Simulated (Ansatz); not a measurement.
# H₄OPSb: small, medium and large basis sets

One table from this session's results is given with a row withheld; the runs are named, their logs left out.

Program: Ansatz 0.2.0, Gaussian basis. Level of theory: one geometry, several basis sets. These are calculated values, not measurements.

Levels to be run: PBE0-D4/def2-SVP; ωB97M-V/def2-SVP; PBE0-D4/def2-QZVPP; ωB97M-V/def2-QZVPP; the functionals' def2-TZVPP values are taken from earlier runs.

## The geometry

An earlier PBE0-D4 in a triple-zeta def2 set relaxation fixed the geometry. Sb takes the def2 core potential; no spin-orbit term is included.

SMILES `P[O][SbH2]`, 7 atoms, charge 0, spin multiplicity 1.

Atoms are counted from 1 here; the program's logs count them from 0.

Bond lengths: P1–O2 1.640 Å, P1–H4 1.427 Å, P1–H5 1.426 Å, O2–Sb3 1.985 Å, Sb3–H6 1.712 Å, Sb3–H7 1.718 Å. Angles: O2–P1–H4 99.6°, O2–P1–H5 99.2°, H4–P1–H5 92.0°, P1–O2–Sb3 119.5°, O2–Sb3–H6 91.6°, O2–Sb3–H7 94.8°, H6–Sb3–H7 90.4°.

As a file:

```
atom    x (Å)    y (Å)    z (Å)
  P1  -0.8067   0.2886  -1.3606
  O2  -0.3142   0.1328   0.1957
 Sb3   1.6180   0.2729   0.6289
  H4  -1.6108  -0.8851  -1.4734
  H5  -1.9521   1.1136  -1.1562
  H6   1.2814   0.4282   2.2998
  H7   1.8458  -1.4190   0.8201
```

The first run:

in.yaml reads:

```yaml
crystal:
  periodic: [false, false, false]
  atoms:
    - {symbol: P, position_ang: [-0.806748, 0.288563, -1.360578]}
    - {symbol: O, position_ang: [-0.314245, 0.132802, 0.195725]}
    - {symbol: Sb, position_ang: [1.617978, 0.272883, 0.628863]}
    - {symbol: H, position_ang: [-1.610782, -0.885068, -1.473371]}
    - {symbol: H, position_ang: [-1.952148, 1.113619, -1.156248]}
    - {symbol: H, position_ang: [1.281387, 0.428211, 2.299788]}
    - {symbol: H, position_ang: [1.845757, -1.419010, 0.820124]}
basis:
  gaussian: {orbitals: def2-SVP}
hamiltonian: {xc: pbe0, dispersion: d4}
output: {orbitals: {seedname: orbitals}}
```

Command:

```
ansatz run in.yaml --threads 2 --pin off --events-out ev --progress --plain --max-ram 4352MiB
```

Steps of the session up to this table: PBE0-D4 in def2-SVP; ωB97M-V in def2-SVP; PBE0-D4 in def2-QZVPP; ωB97M-V in def2-QZVPP.

One of the session's tables, all rows but one given; the rest of the session is left out.

```
functional       basis  HOMO (eV)
   PBE0-D4    def2-SVP      -6.71
   PBE0-D4  def2-TZVPP      -6.84
   PBE0-D4  def2-QZVPP      -6.88
   ωB97M-V    def2-SVP      -8.88
   ωB97M-V  def2-TZVPP          ?
   ωB97M-V  def2-QZVPP      -9.08
```

Estimate the missing values for ωB97M-V, def2-TZVPP.

**Answer.** HOMO (eV): -9.04. In the column «HOMO (eV)» it lies between ωB97M-V, def2-QZVPP (-9.08) and ωB97M-V, def2-SVP (-8.88).
